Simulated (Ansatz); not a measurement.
Run this with Ansatz 0.2.0, Python API and show what comes out.

`bh3ossi.py`
```python
"""Harmonic frequencies of BH3OSSi at its relaxed geometry."""

import ansatz as az
import numpy as np

geometry_ang = [
    ("S", (-1.9914, -0.0142, 0.6828)),
    ("Si", (0.026, 0.4813, 0.3269)),
    ("B", (1.1523, -1.102, -0.0383)),
    ("O", (0.6157, -0.2816, -1.067)),
    ("H", (-2.4037, 0.4868, -0.6241)),
    ("H", (0.4555, 1.9045, 0.2364)),
    ("H", (2.2068, -1.5428, 0.4376)),
]
bh3ossi = az.Crystal.molecule()
for symbol, xyz in geometry_ang:
    bh3ossi = bh3ossi.atom(symbol, xyz)

calculation = bh3ossi.calculation()
calculation = calculation.basis(gaussian="6-31G*").functional("b3lyp")
symbols = [site.symbol for site in bh3ossi.cartesian_sites]
start = np.array([site.position_ang for site in bh3ossi.cartesian_sites], dtype=float)
def progress(event):
    if event["event"] == "relax_step":
        row = event["data"]
        print(f"step {row['step']:3d}  E = {row['lagrangian_ev']:.6f} eV  max force {row['allowed_force_max_ev_ang']:.4f} eV/A")


r = calculation.relax(force_tolerance=0.003).session().plan().execute(on_event=progress).report
end = np.array(r["positions_ang"])

print("bond        before    after (A)")
for i, j in [(0, 1), (0, 4), (1, 2), (1, 3), (1, 5), (2, 3), (2, 6)]:
    d0, d1 = (np.linalg.norm(xyz[i] - xyz[j]) for xyz in (start, end))
    print(f"{symbols[i]}{i}-{symbols[j]}{j}".ljust(10), f"{d0:8.4f} {d1:8.4f}")

# frequencies need a stationary point, so they are taken at the relaxed geometry
minimum = az.Crystal.molecule()
for symbol, xyz in zip(symbols, end):
    minimum = minimum.atom(symbol, xyz.tolist())
vibrating = (
    minimum.calculation()
    .basis(gaussian="6-31G*")
    .functional("b3lyp")
    .phonons(temperatures=(200, 600, 100))
)
vib = vibrating.run(threads=1, pin="off").report["vibrations"]
sums = vib["harmonic_sums"]
modes = [m["omega_inv_cm"] for m in sums["modes_at_gamma"] if m["rigid_motion"] == "no"]
for number, w in enumerate(modes, start=1):
    print(f"mode {number:2d} {w:9.1f} 1/cm {w / 8065.544 * 1000:8.2f} meV")
print("imaginary modes:", sum(w < 0 for w in modes), " zero-point energy:", round(sums["zero_point_energy_ev"], 4), "eV")
print("T (K)   F_vib (eV)   S_vib (meV/K)   C_vib (meV/K)")
for row in zip(sums["temperatures_k"], sums["vibrational_free_energy_ev"], vib["entropy_ev_per_k"], vib["heat_capacity_ev_per_k"]):
    print(f"{row[0]:6.1f} {row[1]:11.4f} {1000 * row[2]:13.4f} {1000 * row[3]:15.4f}")
```

```console
$ python bh3ossi.py
step   1  E = -21485.062532 eV  max force 3.6797 eV/A
step   2  E = -21485.926223 eV  max force 1.5650 eV/A
step   3  E = -21486.149118 eV  max force 0.9309 eV/A
step   4  E = -21486.201753 eV  max force 0.6593 eV/A
step   5  E = -21486.221347 eV  max force 0.6449 eV/A
step   6  E = -21486.240047 eV  max force 0.3032 eV/A
step   7  E = -21486.223902 eV  max force 0.5548 eV/A
step   8  E = -21486.247163 eV  max force 0.0478 eV/A
step   9  E = -21486.247380 eV  max force 0.0113 eV/A
step  10  E = -21486.247417 eV  max force 0.0044 eV/A
step  11  E = -21486.247419 eV  max force 0.0023 eV/A
bond        before    after (A)
S0-Si1       2.1076   2.1421
S0-H4        1.4591   1.3525
Si1-B2       1.9771   1.9135
Si1-O3       1.6949   1.7923
Si1-H5       1.4893   1.4807
B2-O3        1.4210   1.3386
B2-H6        1.2380   1.1892
mode  1     192.3 1/cm    23.84 meV
mode  2     216.2 1/cm    26.81 meV
mode  3     237.5 1/cm    29.45 meV
mode  4     451.1 1/cm    55.93 meV
mode  5     538.1 1/cm    66.72 meV
mode  6     607.3 1/cm    75.29 meV
mode  7     701.8 1/cm    87.02 meV
mode  8     752.2 1/cm    93.26 meV
mode  9     779.1 1/cm    96.59 meV
mode 10     852.9 1/cm   105.75 meV
mode 11     992.1 1/cm   123.01 meV
mode 12    1352.1 1/cm   167.64 meV
mode 13    2272.9 1/cm   281.80 meV
mode 14    2662.8 1/cm   330.15 meV
mode 15    2725.3 1/cm   337.90 meV
imaginary modes: 0  zero-point energy: 0.9506 eV
T (K)   F_vib (eV)   S_vib (meV/K)   C_vib (meV/K)
 200.0      0.9365        0.2104          0.3468
 300.0      0.9066        0.3885          0.5373
 400.0      0.8589        0.5634          0.6776
 500.0      0.7943        0.7261          0.7787
 600.0      0.7142        0.8751          0.8553
```

The settings weren't tested for convergence. The frequencies are harmonic and unscaled, in a modest basis. The result belongs to the one conformer reached from this start, and soft torsions count as harmonic oscillators. b3lyp holds the VWN-RPA fit, as in Gaussian; the form of ORCA and Turbomole is b3lyp5. It ran for 110 s on 1 thread of Intel(R) Xeon(R) Platinum 8488C (Sapphire Rapids), on a shared host, peak memory 0.24 GiB.

(Lines on the test bed's own set-up are left out of the output.)
